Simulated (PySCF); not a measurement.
# SbAs: changing the method

Starting from one script, swap the method and compare what comes out for SbAs.

The runs use PySCF 2.14.0; each script names its method and basis.

4 further runs of the same task are left out: 2 for a known fault of the program, 2 that didn't finish.

### 1 Where the work starts

SbAs: 2 atoms, charge 0, spin multiplicity 1.

Bond lengths: Sb1–As2 2.667 Å.

### 2 Base script

File input.py:

```python
from pyscf import gto, scf

mol = gto.M(
    atom='Sb 0 0 0; As 0 0 2.667',
    basis='def2-svp',
    ecp={'Sb': 'def2-svp'},
    charge=0,
    spin=0,
    symmetry=True,
    verbose=4,
)
mf = scf.RHF(mol)
mf.kernel()
mf.dip_moment()
print('orbital energies (hartree):', mf.mo_energy[..., max(0, mol.nelec[1]-3):mol.nelec[0]+3].round(4))
```

The run is started by

```bash
$ OMP_NUM_THREADS=1 python input.py
```

### 3 Geometry optimisation

Edit 1 changes step after the SCF: none → optimize.

Edit input.py of step 2 so:

```diff
@@ -1,2 +1,3 @@
 from pyscf import gto, scf
+from pyscf.geomopt.geometric_solver import optimize
 
@@ -13,3 +14,5 @@
 mf.kernel()
-mf.dip_moment()
+mol_eq = optimize(mf, maxsteps=30)
+print('optimised geometry (angstrom)')
+print(mol_eq.tostring('raw'))
 print('orbital energies (hartree):', mf.mo_energy[..., max(0, mol.nelec[1]-3):mol.nelec[0]+3].round(4))
```

### 4 Hf,lyp (RKS)

Edit 2 changes functional: none (Hartree–Fock) → hf,lyp; SCF type: RHF → RKS; step after the SCF: none → analyze.

Edit input.py of step 2 so:

```diff
@@ -1,2 +1,2 @@
-from pyscf import gto, scf
+from pyscf import gto, dft
 
@@ -11,4 +11,5 @@
 )
-mf = scf.RHF(mol)
+mf = dft.RKS(mol, xc='hf,lyp')
 mf.kernel()
+mf.mulliken_pop()
 mf.dip_moment()
```

### 5 ROHF

Edit 3 changes SCF type: RHF → ROHF.

Edit input.py of step 2 so:

```diff
@@ -11,3 +11,3 @@
 )
-mf = scf.RHF(mol)
+mf = scf.ROHF(mol)
 mf.kernel()
```

### 6 0.5*hf+0.5*b88,lyp (RKS)

Edit 4 changes functional: none (Hartree–Fock) → 0.5*hf+0.5*b88,lyp; SCF type: RHF → RKS; step after the SCF: none → analyze.

Edit input.py of step 2 so:

```diff
@@ -1,2 +1,2 @@
-from pyscf import gto, scf
+from pyscf import gto, dft
 
@@ -11,4 +11,5 @@
 )
-mf = scf.RHF(mol)
+mf = dft.RKS(mol, xc='0.5*hf+0.5*b88,lyp')
 mf.kernel()
+mf.mulliken_pop()
 mf.dip_moment()
```

**Question.** What will these runs give? Wanted: for each run, E(SCF); from base; gap; SCF dipole; after the SCF.

As calculated:

```tsv
run	E(SCF) (hartree)	from base (eV)	cycles	gap (eV)	SCF dipole (D)	after the SCF
base	-2473.127050	0	13	6.92	1.08	n/a
geometry optimisation	-2473.127050	0.0000	13	6.92	n/a	bond 2.254 Å, -1.552 eV
hf,lyp (RKS)	-2475.621616	not comparable	13	6.93	1.15	n/a
ROHF	-2473.127050	0.0000	13	n/a	1.08	n/a
0.5*hf+0.5*b88,lyp (RKS)	-2475.727799	not comparable	13	4.26	0.98	n/a
```

SCF columns refer to the geometry typed in the script.

With ROHF the SCF ends at the base energy. A lower total energy from another functional means nothing by itself. The dearest run is “geometry optimisation”, at 15 s against 0.72 s.
